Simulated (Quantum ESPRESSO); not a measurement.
A calculation with Quantum ESPRESSO 7.5 of SbP (ASE script, structure typed inline):

Contents of run.py:

```python
import numpy as np
from ase.calculators.espresso import Espresso, EspressoProfile
from ase import Atoms

atoms = Atoms(['Sb', 'P'],
              cell=[[3.63219329, 0.0, 0.0], [-1.81609665, 3.14557166, 0.0], [0.0, 0.0, 5.65888324]],
              scaled_positions=[[0.33333333, 0.66666667, 0.5], [0.0, 0.0, 0.0]],
              pbc=True)

input_data = {
    'control': {'calculation': 'scf', 'prefix': 'pwscf', 'outdir': './tmp', 'tprnfor': True, 'tstress': True, 'disk_io': 'nowf'},
    'system': {'ecutwfc': 55.0, 'ecutrho': 440.0, 'nbnd': 16, 'occupations': 'smearing', 'smearing': 'fd', 'degauss': 0.00367493},
    'electrons': {'conv_thr': 4e-10, 'electron_maxstep': 120, 'mixing_beta': 0.5},
}
pseudopotentials = {'P': 'P.pbe-n-rrkjus_psl.1.0.0.UPF', 'Sb': 'sb_pbe_v1.4.uspp.F.UPF'}
profile = EspressoProfile(command='pw.x', pseudo_dir='pseudo')
dft = Espresso(profile=profile, input_data=input_data, pseudopotentials=pseudopotentials, kpts=(8, 8, 5), koffset=(0, 0, 0))
atoms.calc = dft

print(f'energy {atoms.get_potential_energy():.8f} eV')
print('forces (eV/A)')
print(np.round(atoms.get_forces(), 6))
print('stress (eV/A^3, Voigt)')
print(np.round(atoms.get_stress(), 8))
print(f'Fermi level {dft.get_fermi_level():.4f} eV')
```

Potentials or basis: SSSP 1.3 efficiency PBE.

Run with:

```sh
$ OMP_NUM_THREADS=1 python run.py
```

The cell was built by a generator and needn't be a form met in nature.

Question: Write the same calculation in another form: native input, structure typed inline.

Answer: As run:

The input pw.in:

```
&CONTROL
  calculation = 'scf'
  prefix = 'pwscf'
  outdir = './tmp'
  pseudo_dir = './pseudo'
  tprnfor = .true.
  tstress = .true.
  disk_io = 'low'
/
&SYSTEM
  ibrav = 0
  nat = 2
  ntyp = 2
  ecutwfc = 55
  ecutrho = 440
  nbnd = 16
  occupations = 'smearing'
  smearing = 'fd'
  degauss = 0.00367493
/
&ELECTRONS
  conv_thr = 4d-10
  electron_maxstep = 120
  mixing_beta = 0.5
/
ATOMIC_SPECIES
Sb   121.7600 sb_pbe_v1.4.uspp.F.UPF
P     30.9738 P.pbe-n-rrkjus_psl.1.0.0.UPF
CELL_PARAMETERS angstrom
   3.6321932900    0.0000000000    0.0000000000
  -1.8160966500    3.1455716600    0.0000000000
   0.0000000000    0.0000000000    5.6588832400
ATOMIC_POSITIONS crystal
Sb     0.3333333300    0.6666666700    0.5000000000
P      0.0000000000    0.0000000000    0.0000000000
K_POINTS automatic
8 8 5 0 0 0
```

File pp_density.in:

```
&INPUTPP
  prefix = 'pwscf'
  outdir = './tmp'
  filplot = 'density.dat'
  plot_num = 0
/
&PLOT
  nfile = 1
  filepp(1) = 'density.dat'
  iflag = 3
  output_format = 6
  fileout = 'density.cube'
/
```

Contents of pp_potential.in:

```
&INPUTPP
  prefix = 'pwscf'
  outdir = './tmp'
  filplot = 'potential.dat'
  plot_num = 11
/
&PLOT
  nfile = 1
  filepp(1) = 'potential.dat'
  iflag = 3
  output_format = 6
  fileout = 'potential.cube'
/
```

Potentials or basis: SSSP 1.3 efficiency PBE.

The run is started by

```console
$ OMP_NUM_THREADS=1 pw.x -in pw.in > pw.out
$ OMP_NUM_THREADS=1 pp.x -in pp_density.in > pp_density.out
$ OMP_NUM_THREADS=1 pp.x -in pp_potential.in > pp_potential.out
```

Both were run:

|  | ASE script, structure typed inline | native input, structure typed inline |
| --- | --- | --- |
| Pressure | -11.9 GPa | -11.9 GPa |
| Band gap on the k mesh | none (metal or under the smearing width) | none (metal or under the smearing width) |

Keys that steer only the numerical path or the files written may differ.
